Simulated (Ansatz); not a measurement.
**CH8Si2Te: a ladder of functionals and wavefunction methods**

An exercise on one series of results from a longer session: the logs are not shown, and one member is left open.

The runs use Ansatz 0.2.0, Gaussian basis; functionals in def2-TZVPP, the program's frozen cores in correlated methods.

Levels to be run: LDA (SPW92), PBE-D4, revPBE-D4, BLYP-D4, r2SCAN-D4, B97M-V, PBE0-D4, B3LYP-D4, r2SCANh-D4, r2SCAN0-D4, HSE06-D4, BHLYP-D4, CAM-B3LYP-D4, LC-ωPBE, ωB97X-V, ωB97M-V, B2PLYP, PBE-QIDH; CCSD(T)/def2-SVP; CCSD(T)/def2-TZVPP; MP2/def2-QZVPP; extrapolation to the limit; RPA on PBE.

### The geometry

An earlier PBE0-D4 in a triple-zeta def2 set relaxation fixed the geometry. Te takes the def2 core potential; no spin-orbit term is included.

SMILES `[SiH3]C[Te][SiH3]`, 12 atoms, charge 0, spin multiplicity 1.

Atoms are counted from 1 here; the program's logs count them from 0.

Bond lengths: Si1–C2 1.869 Å, Si1–H5 1.487 Å, Si1–H6 1.491 Å, Si1–H7 1.485 Å, C2–Te3 2.162 Å, C2–H8 1.092 Å, C2–H9 1.090 Å, Te3–Si4 2.491 Å, Si4–H10 1.484 Å, Si4–H11 1.486 Å, Si4–H12 1.485 Å. Angles: C2–Si1–H5 109.5°, C2–Si1–H6 110.8°, C2–Si1–H7 109.8°, H5–Si1–H6 108.3°, H5–Si1–H7 109.2°, H6–Si1–H7 109.2°, Si1–C2–Te3 111.9°, Si1–C2–H8 111.3°, Si1–C2–H9 113.1°, Te3–C2–H8 104.5°, Te3–C2–H9 107.7°, H8–C2–H9 108.0°, C2–Te3–Si4 96.1°, Te3–Si4–H10 114.0°, Te3–Si4–H11 108.8°, Te3–Si4–H12 105.7°, H10–Si4–H11 109.1°, H10–Si4–H12 109.0° and more.

Set-up of the first run:

in.yaml

```yaml
crystal:
  periodic: [false, false, false]
  atoms:
    - {symbol: Si, position_ang: [-0.405571, 1.676546, 0.413814]}
    - {symbol: C, position_ang: [-0.359938, 0.110856, 1.433716]}
    - {symbol: Te, position_ang: [1.350455, -1.118229, 0.945989]}
    - {symbol: Si, position_ang: [0.662393, -1.613805, -1.396498]}
    - {symbol: H, position_ang: [-0.482808, 1.327617, -1.029417]}
    - {symbol: H, position_ang: [-1.599173, 2.499356, 0.761332]}
    - {symbol: H, position_ang: [0.823160, 2.472829, 0.658864]}
    - {symbol: H, position_ang: [-0.241462, 0.333523, 2.496118]}
    - {symbol: H, position_ang: [-1.253505, -0.502330, 1.314996]}
    - {symbol: H, position_ang: [1.017095, -0.548170, -2.366968]}
    - {symbol: H, position_ang: [-0.807740, -1.830274, -1.429131]}
    - {symbol: H, position_ang: [1.373895, -2.863020, -1.768715]}
basis:
  gaussian: {orbitals: def2-TZVPP}
hamiltonian: {xc: lda}
output: {orbitals: {seedname: orbitals}}
```

Among the steps run: LDA; PBE-D4 (GGA); revPBE-D4 (GGA); BLYP-D4 (GGA); r2SCAN-D4 (meta-GGA); B97M-V (meta-GGA); PBE0-D4 (hybrid); B3LYP-D4 (hybrid); r2SCANh-D4 (hybrid); r2SCAN0-D4 (hybrid); HSE06-D4 (hybrid); BHLYP-D4 (hybrid); CAM-B3LYP-D4 (range-separated); LC-ωPBE (range-separated); ωB97X-V (range-separated); ωB97M-V (range-separated); B2PLYP (double hybrid); PBE-QIDH (double hybrid).

One of the session's tables, all rows but one given; the rest of the session is left out.

It belongs to the step «Orbital energies across the functionals». 

| functional | HOMO (eV) | gap (eV) |
| --- | --- | --- |
| LDA (SPW92) | -5.34 | 3.37 |
| PBE-D4 | -5.21 | 3.42 |
| revPBE-D4 | -5.16 | 3.45 |
| BLYP-D4 | -5.03 | 3.38 |
| r2SCAN-D4 | -5.43 | 3.84 |
| B97M-V | ? | ? |
| PBE0-D4 | -6.21 | 5.23 |
| B3LYP-D4 | -5.99 | 4.82 |
| r2SCANh-D4 | -5.80 | 4.50 |
| r2SCAN0-D4 | -6.35 | 5.49 |
| HSE06-D4 | -5.82 | 4.47 |
| BHLYP-D4 | -7.05 | 6.95 |
| CAM-B3LYP-D4 | -7.40 | 7.43 |
| LC-ωPBE | -8.68 | 9.80 |
| ωB97X-V | -8.38 | 9.37 |
| ωB97M-V | -8.28 | 9.05 |

**Question.** Estimate the row for B97M-V.

The run gave: HOMO (eV): -5.51; gap (eV): 3.82. In the column «HOMO (eV)» it lies between r2SCANh-D4 (-5.80) and r2SCAN-D4 (-5.43).
